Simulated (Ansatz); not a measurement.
# C₂H₇InSn: a ladder of functionals and wavefunction methods

How much do the methods differ for C₂H₇InSn? The plan is to run it at one geometry with functionals of several rungs and with coupled cluster, and see how far each lands from CCSD(T) at the basis-set limit for the atomisation energy.

Method: functionals in def2-TZVPP, the program's frozen cores in correlated methods; program: Ansatz 0.2.0, Gaussian basis.

The runs, in order: LDA (SPW92), PBE-D4, revPBE-D4, BLYP-D4, r2SCAN-D4, B97M-V, PBE0-D4, B3LYP-D4, r2SCANh-D4, r2SCAN0-D4, HSE06-D4, BHLYP-D4, CAM-B3LYP-D4, LC-ωPBE, ωB97X-V, ωB97M-V, B2PLYP, PBE-QIDH; CCSD(T)/def2-SVP; CCSD(T)/def2-TZVPP; MP2/def2-QZVPP; extrapolation to the limit; RPA on PBE.

**1. The relaxed structure**

An earlier PBE0-D4 in a triple-zeta def2 set relaxation fixed the geometry. Sn, In take the def2 core potential; no spin-orbit term is included.

SMILES `[CH3][SnH]1[CH2][InH]1`, 11 atoms, charge 0, spin multiplicity 1.

Atoms are counted from 1 here; the program's logs count them from 0.

Bond lengths: C1–Sn2 2.153 Å, C1–H5 1.091 Å, C1–H6 1.090 Å, C1–H7 1.090 Å, Sn2–C3 2.221 Å, Sn2–In4 2.719 Å, Sn2–H8 1.721 Å, C3–In4 2.171 Å, C3–H9 1.090 Å, C3–H10 1.093 Å, In4–H11 1.708 Å. Angles: Sn2–C1–H5 109.0°, Sn2–C1–H6 110.3°, Sn2–C1–H7 109.6°, H5–C1–H6 109.4°, H5–C1–H7 109.4°, H6–C1–H7 109.1°, C1–Sn2–C3 111.3°, C1–Sn2–In4 128.7°, C1–Sn2–H8 109.0°, C3–Sn2–In4 50.9°, C3–Sn2–H8 110.7°, In4–Sn2–H8 122.2°, Sn2–C3–In4 76.5°, Sn2–C3–H9 120.0°, Sn2–C3–H10 114.3°, In4–C3–H9 118.7°, In4–C3–H10 114.0°, H9–C3–H10 110.0° and more.

Geometry (Å):

```mol
C2H7InSn
  3D, bonds by distance, orders not assigned

 11 11  0  0  0  0  0  0  0  0999 V2000
   -1.4421    1.5524    0.0082 C   0  0
   -0.6773   -0.4268    0.3710 Sn  0  0
    1.5428   -0.4559    0.3112 C   0  0
    0.9761   -1.9238   -1.1848 In  0  0
   -1.1927    2.1900    0.8575 H   0  0
   -2.5242    1.5221   -0.1173 H   0  0
   -0.9892    1.9598   -0.8953 H   0  0
   -1.2509   -0.9796    1.8963 H   0  0
    2.1067   -0.7879    1.1832 H   0  0
    1.9943    0.4492   -0.1027 H   0  0
    1.4564   -3.0995   -2.3272 H   0  0
  1  2  8  0
  2  3  8  0
  3  4  8  0
  1  5  8  0
  1  6  8  0
  1  7  8  0
  2  8  8  0
  3  9  8  0
  3 10  8  0
  4 11  8  0
  2  4  8  0
M  END
```

**2. LDA**

This LDA is Slater exchange with PW92 correlation.

Contents of in.yaml:

```yaml
crystal:
  periodic: [false, false, false]
  atoms:
    - {symbol: C, position_ang: [-1.442100, 1.552412, 0.008153]}
    - {symbol: Sn, position_ang: [-0.677320, -0.426810, 0.370992]}
    - {symbol: C, position_ang: [1.542811, -0.455868, 0.311216]}
    - {symbol: In, position_ang: [0.976117, -1.923768, -1.184848]}
    - {symbol: H, position_ang: [-1.192660, 2.190015, 0.857453]}
    - {symbol: H, position_ang: [-2.524174, 1.522127, -0.117255]}
    - {symbol: H, position_ang: [-0.989180, 1.959760, -0.895289]}
    - {symbol: H, position_ang: [-1.250883, -0.979619, 1.896256]}
    - {symbol: H, position_ang: [2.106716, -0.787884, 1.183212]}
    - {symbol: H, position_ang: [1.994253, 0.449152, -0.102697]}
    - {symbol: H, position_ang: [1.456410, -3.099508, -2.327193]}
basis:
  gaussian: {orbitals: def2-TZVPP}
hamiltonian: {xc: lda}
output: {orbitals: {seedname: orbitals}}
```

Run with:

```console
ansatz run in.yaml --threads 4 --pin off --events-out ev --progress --plain --max-ram 10444MiB
```

The runs that follow: PBE-D4 (GGA); revPBE-D4 (GGA); BLYP-D4 (GGA); r2SCAN-D4 (meta-GGA); B97M-V (meta-GGA); B3LYP-D4 (hybrid); r2SCANh-D4 (hybrid); r2SCAN0-D4 (hybrid); HSE06-D4 (hybrid); BHLYP-D4 (hybrid); CAM-B3LYP-D4 (range-separated); LC-ωPBE (range-separated); ωB97X-V (range-separated); ωB97M-V (range-separated); B2PLYP (double hybrid); PBE-QIDH (double hybrid); CCSD(T) in def2-SVP; CCSD(T) in def2-TZVPP; MP2 in def2-QZVPP; RPA on PBE orbitals.

**Question.** What will the summary of the whole plan be? Wanted: atomisation energy, CCSD(T)/CBS; farthest beyond LDA; mean size of error, GGA; mean size of error, meta-GGA; mean size of error, hybrid; mean size of error, range-separated; mean size of error, double hybrid; gap, smallest and largest; T1 diagnostic.

**Answer**, as computed:

| quantity | value |
| --- | --- |
| atomisation energy, CCSD(T)/CBS | 34.252 eV |
| functionals within 0.343 eV (1.0 %) | PBE-D4, r2SCAN-D4, B97M-V, ωB97X-V |
| farthest beyond LDA | BHLYP-D4 (-1.296 eV) |
| mean size of error, GGA | 0.601 eV |
| mean size of error, meta-GGA | 0.163 eV |
| mean size of error, hybrid | 0.630 eV |
| mean size of error, range-separated | 0.406 eV |
| mean size of error, double hybrid | 0.733 eV |
| gap, smallest and largest | 1.84 eV (LDA (SPW92)), 7.62 eV (LC-ωPBE) |
| T1 diagnostic | 0.0142 |
| triples share of the correlation energy | 3.6 % |

In words: The LDA atomisation energy is off by 4.493 eV (13 %): it overbinds. PBE-D4 is off by -0.034 eV. Double hybrids carry the basis error of their MP2 part in triple zeta, and no dispersion term here, so their miss is partly the set-up's. By mean error the best rung here is meta-GGA (0.163 eV) and the worst beyond LDA is double hybrid (0.733 eV). hybrid functionals lie within the reference's doubt of that worst mean (0.630 eV), so those two tie. Misses under about 0.343 eV are within the doubt on the reference itself, which lacks core-valence correlation, spin-orbit coupling and higher excitations, and its outer-core shells are covered unevenly. All levels share the lack of spin-orbit coupling, which lowers the free heavy atoms and so the true binding. Hartree-Fock recovers 70 % of the binding; the rest is correlation. CCSD(T) in def2-SVP is off by -2.415 eV, so the small basis spoils what the method gains. The gap grows from 1.8 to 7.6 eV across the functionals, mostly with the share of exact exchange. Correlated methods include outer-core shells of In, Sn, which these sets cover unevenly.
